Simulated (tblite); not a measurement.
# B3H6N4: the cost of one run

Programs: tblite 0.8.0 and PySCF 2.14.0. All values are calculated, for the isolated system unless a continuum is named. Atoms count from 0, parts from 1.

## 1. The system as given

13 atoms, charge 0, multiplicity 2; geometry: distance geometry start.

## 2. Relaxing the cluster with GFN2-xTB

Job settings and geometry (Å):

```
{"job": {"kind": "relax", "xc": "GFN2-xTB", "basis": "xTB"}, "charge": 0, "multiplicity": 2}
B      0.722631    -0.787191    -0.466669
N     -0.467492    -1.341338     0.313644
B     -1.513186    -0.273226     0.608152
N     -1.377035     1.092367    -0.060973
B      0.079017     1.486976     0.214358
N      1.122278     0.660161    -0.549820
N      2.393675     0.812688    -0.071579
H      1.181494    -1.523570    -1.291585
H     -0.889396    -2.092025    -0.275467
H     -2.629019    -0.683095     0.698050
H     -1.523609     0.891800    -1.077270
H      0.315508     1.776687     1.334820
H      2.598386     0.010237     0.586028
```

Method: GFN2-xTB geometry optimisation, gas phase.

Started as:

```bash
$ OMP_NUM_THREADS=1 python cluster_run.py task.json out
```

One launch serves the whole session: the jobs run in the order shown.

**Question.** How long does this first job take on 1 thread of Arm Neoverse V1, shared host?

About 1.6 s.
